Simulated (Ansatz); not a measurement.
# HF/6-31G(d) (spherical functions) run of C4H8O (2-butanone)

What is the electronic atomisation energy of C4H8O (2-butanone) at HF/6-31G* (spherical functions)? 

The calculation is run with Ansatz 0.2.0.

51 further runs of the same task are left out: 51 set aside as unsound or not needed.

## (1) The system as given

C4H8O has 13 atoms, charge 0, and is taken as a singlet. SMILES: `CCC(C)=O`. The shape is that of a PBE0-D4/def2-TZVP optimisation. This is one conformer, not always the lowest.

Bond lengths: C1–C2 1.527 Å, C2–C3 1.512 Å, C3–C4 1.505 Å, C3–O5 1.206 Å, C1–H6 1.091 Å, C1–H7 1.092 Å, C1–H8 1.093 Å, C2–H9 1.094 Å, C2–H10 1.092 Å, C4–H11 1.093 Å, C4–H12 1.095 Å, C4–H13 1.088 Å. Some angles: C1–C2–C3 110.3°, C2–C3–C4 116.7°, C2–C3–O5 121.3°, C4–C3–O5 121.9°, C1–C2–H9 109.9°, C1–C2–H10 110.0°, C3–C2–H9 110.1°, C3–C2–H10 107.8°, C2–C1–H6 110.6°, C2–C1–H7 110.5°.

## (2) A single-point energy at HF/6-31G(d) (spherical functions)

Contents of molecule.yaml:

```yaml
crystal:
  periodic: [false, false, false]
  atoms:
    - {symbol: C, position_ang: [-1.145600, 1.128600, -0.438000]}
    - {symbol: C, position_ang: [0.104000, 0.866600, 0.400200]}
    - {symbol: C, position_ang: [0.917600, -0.253800, -0.206600]}
    - {symbol: C, position_ang: [0.580900, -1.652300, 0.236700]}
    - {symbol: O, position_ang: [1.778900, -0.032900, -1.021800]}
    - {symbol: H, position_ang: [-1.729800, 1.946300, -0.012200]}
    - {symbol: H, position_ang: [-0.871200, 1.401500, -1.458700]}
    - {symbol: H, position_ang: [-1.791800, 0.248500, -0.484700]}
    - {symbol: H, position_ang: [-0.181700, 0.612400, 1.425300]}
    - {symbol: H, position_ang: [0.731300, 1.759600, 0.423400]}
    - {symbol: H, position_ang: [-0.499800, -1.816400, 0.230900]}
    - {symbol: H, position_ang: [0.914800, -1.787200, 1.270500]}
    - {symbol: H, position_ang: [1.077500, -2.382200, -0.399800]}
basis:
  gaussian: {orbitals: 6-31G_st_-spherical.json}
hamiltonian: {xc: hf}
accuracy: high
output: {orbitals: {seedname: orbitals}}
```

The basis set 6-31G* is read from a file made from the Basis Set Exchange's data (not shown).

Run with:

```
$ ansatz run molecule.yaml --threads 1 --pin off --max-ram 3480MiB --events-out events.jsonl --progress --plain --runs-dir runs
```

What it wrote:

```text
Warning: RAYON_NUM_THREADS=1 ignored (pool sized by the plan → 1); use --threads N
Functional definition: HF
  name "HF"
  exchange = exact_x
  correlation = 0
2165 factors; integrals over basis functions are off by at most 3.2e-9 eV
mean field evaluation 1: about -6281.7432 eV, gradient 4.0e1 eV
mean field evaluation 2: about -6281.8360 eV, gradient 4.0e1 eV
mean field evaluation 4: about -6285.5717 eV, gradient 4.8e0 eV
mean field evaluation 8: about -6285.6576 eV, gradient 4.7e-1 eV
mean field evaluation 16: about -6285.6593 eV, gradient 1.3e-8 eV
mean field -6285.65931448 eV, -230.9937192341 hartree, gradient 1.3e-8 eV, S^2 0.000000; 0 other end points of the search recorded, 0 dependent functions left out
reference -6285.65931448 eV, -230.9937192341 hartree; 20, 20 occupied and 66, 66 virtual orbitals, 2165 factors
Total energy: -6285.65931448 eV, -230.9937192341 hartree
```

It took 2.1 s on 1 thread of Intel Xeon 6975P-C (Granite Rapids), shared host; peak memory 0.26 GiB.

## (3) The C atom, same level

Contents of run.yaml:

```yaml
crystal:
  periodic: [false, false, false]
  atoms:
    - {symbol: C, position_ang: [0.000000, 0.000000, 0.000000]}
basis:
  gaussian:
    orbitals: 6-31G_st_-spherical.json
magnetization:
  spin_polarized: true
  initial_magnetization: 2
hamiltonian:
  xc: hf
accuracy: high
```

The basis set 6-31G* is read from a file made from the Basis Set Exchange's data (not shown).

Run the same way, it converges to -37.68058 Eh (log not shown).

## (4) The H atom, same level

Contents of run.yaml:

```yaml
crystal:
  periodic: [false, false, false]
  atoms:
    - symbol: H
      position_ang: [0.000000, 0.000000, 0.000000]
basis:
  gaussian: {orbitals: "6-31G*"}
magnetization: {spin_polarized: true, initial_magnetization: 1}
hamiltonian: {xc: hf}
accuracy: high
```

Run the same way, it converges to -0.49823 Eh (log not shown).

## (5) The O atom, same level

Contents of run.yaml:

```yaml
crystal:
  periodic: [false, false, false]
  atoms:
    - symbol: O
      position_ang: [0.000000, 0.000000, 0.000000]
basis:
  gaussian: {orbitals: 6-31G_st_-spherical.json}
magnetization: {spin_polarized: true, initial_magnetization: 2}
hamiltonian: {xc: hf}
accuracy: high
```

The basis set 6-31G* is read from a file made from the Basis Set Exchange's data (not shown).

Run with:

```
$ ansatz run run.yaml --threads 1 --pin off --max-ram 3480MiB --events-out events.jsonl --progress --plain --runs-dir runs
```

What it wrote:

```text
Warning: RAYON_NUM_THREADS=1 ignored (pool sized by the plan → 1); use --threads N
[... 4 set-up lines as earlier in the session ...]
96 factors; integrals over basis functions are off by at most 1.4e-9 eV
mean field evaluation 1: about -2034.7378 eV, gradient 6.8e0 eV
mean field evaluation 2: about -2034.7385 eV, gradient 6.8e0 eV
mean field evaluation 4: about -2034.9512 eV, gradient 5.8e-1 eV
mean field evaluation 8: about -2034.9540 eV, gradient 4.8e-6 eV
mean field evaluation 16: about -2034.9540 eV, gradient 3.9e-2 eV
mean field -2034.95402066 eV, -74.7831809179 hartree, gradient 8.0e-8 eV, S^2 2.005533; 0 other end points of the search recorded, 0 dependent functions left out
reference -2034.95402066 eV, -74.7831809179 hartree; 5, 3 occupied and 9, 11 virtual orbitals, 96 factors
Total energy: -2034.95402066 eV, -74.7831809179 hartree
```

Run time: 0.04 s. Hardware: 1 thread of Intel Xeon 6975P-C (Granite Rapids), shared host.

## (6) What came out

Level: HF/6-31G* (spherical functions).

| quantity | value |
| --- | --- |
| molecule: total energy | -230.99372 Eh |
| molecule: HOMO energy | -10.94 eV |
| molecule: LUMO energy | 4.42 eV |
| molecule: HOMO–LUMO gap | 15.36 eV |
| C atom: total energy | -37.68058 Eh |
| C atom: ⟨S²⟩ | 2.005 |
| H atom: total energy | -0.49823 Eh |
| H atom: ⟨S²⟩ | 0.750 |
| O atom: total energy | -74.78318 Eh |
| O atom: ⟨S²⟩ | 2.006 |
| electronic atomisation energy | 40.882 eV |

Taking the molecule apart into free atoms costs 40.88 eV (3944 kJ/mol), before zero-point energy and without spin-orbit coupling. Hartree–Fock lacks the correlation of the bonding pairs, which as a rule makes this value much too low; in minimal bases other errors can mask that.
